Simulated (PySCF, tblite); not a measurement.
# C2H4BF3P2: geometry, infrared bands and NMR shifts

Wanted: the infrared bands and NMR shifts of C2H4BF3P2 (`FC(F)=C(F)B(P)P`), by calculation.

The runs use tblite 0.8.0 and PySCF 2.14.0, with density-fitted response routines of our own; the level of theory stands in each step. All values are computed, except where a source is named. Atoms are numbered from 0 throughout.

### Step 1. The molecule as given

12 atoms, charge 0, multiplicity 1; geometry from: force field or distance geometry start.

Bonds of the start (Å): F0–C1 1.35, C1–F2 1.35, C1–C3 1.32, C3–F4 1.37, C3–B5 1.55, B5–P6 1.94, B5–P7 1.92, P6–H8 1.46, P6–H9 1.45, P7–H10 1.44, P7–H11 1.44.

### Step 2. Optimising the geometry with GFN2-xTB

What the job is given:

```
{"job": {"kind": "relax", "xc": "GFN2-xTB", "basis": "xTB"}, "charge": 0, "multiplicity": 1}
F     -2.089400    -2.679200    -0.413700
C     -1.465500    -1.499400    -0.589900
F     -1.888400    -0.716700    -1.610000
C     -0.465400    -1.054200     0.150500
F      0.001500    -1.805000     1.196600
B      0.225700     0.313300    -0.095500
P      2.118900     0.395400     0.333800
P     -0.722200     1.966500     0.100600
H      2.567600    -0.871300     0.898400
H      2.913200     0.621900    -0.856700
H     -1.086800     2.266700     1.459800
H     -0.108100     3.061500    -0.600000
```

Launch:

```bash
$ OMP_NUM_THREADS=1 python probes_run.py task.json out
```

This one command runs all jobs of the session in turn.

**Question.** This job is followed by: GFN2-xTB harmonic vibrations, gas phase; GIAO PBE0/pcSseg-1 NMR shielding, non-relativistic, gas phase. What will the session give for the following? strongest single infrared mode (GFN2-xTB); zero-point energy (GFN2-xTB); 13C shifts against TMS (PBE0/pcSseg-1); 1H shifts against TMS (PBE0/pcSseg-1, means over atoms taken as alike); 19F shifts against CFCl3 (PBE0/pcSseg-1); 11B shifts against BF3·OEt2 (PBE0/pcSseg-1); 31P shifts against H3PO4 (PBE0/pcSseg-1, means over atoms taken as alike); surface potential, 1st and 99th percentile.

**Answer**, as computed:

| quantity | value |
| --- | --- |
| strongest single infrared mode (GFN2-xTB) | 1677 cm⁻¹, 365 km/mol |
| zero-point energy (GFN2-xTB) | 35.9 kcal/mol |
| 13C shifts against TMS (PBE0/pcSseg-1) | 172.8, 147.3 ppm |
| 1H shifts against TMS (PBE0/pcSseg-1, means over atoms taken as alike) | 2.85 ppm |
| 19F shifts against CFCl3 (PBE0/pcSseg-1) | -79.0, -82.7, -192.1 ppm |
| 11B shifts against BF3·OEt2 (PBE0/pcSseg-1) | 78.6 ppm |
| 31P shifts against H3PO4 (PBE0/pcSseg-1, means over atoms taken as alike) | -200.0 ppm |
| surface potential, 1st and 99th percentile | -0.75 V and 1.11 V |

The optimisation took 94 steps and gained 1.821 eV; among the close pairs (by a distance rule), P6–H8 changed most, from 1.458 to 1.381 Å. All 30 modes are real, so the xTB geometry is a minimum. The strongest single mode, at 1677 cm⁻¹, moves mainly C1 and C3. Unscaled tight-binding wavenumbers are off by several per cent, some by more. Its intensities can rank the bands wrongly. At PBE0/pcSseg-1: Shielding is most anisotropic at B5 (span 201 ppm, paramagnetic term -176 ppm). By nearest atom (PBE0/pcSseg-1), the HOMO sits on P7 22 %; P6 16 % and the LUMO on B5 41 %; C1 19 %.
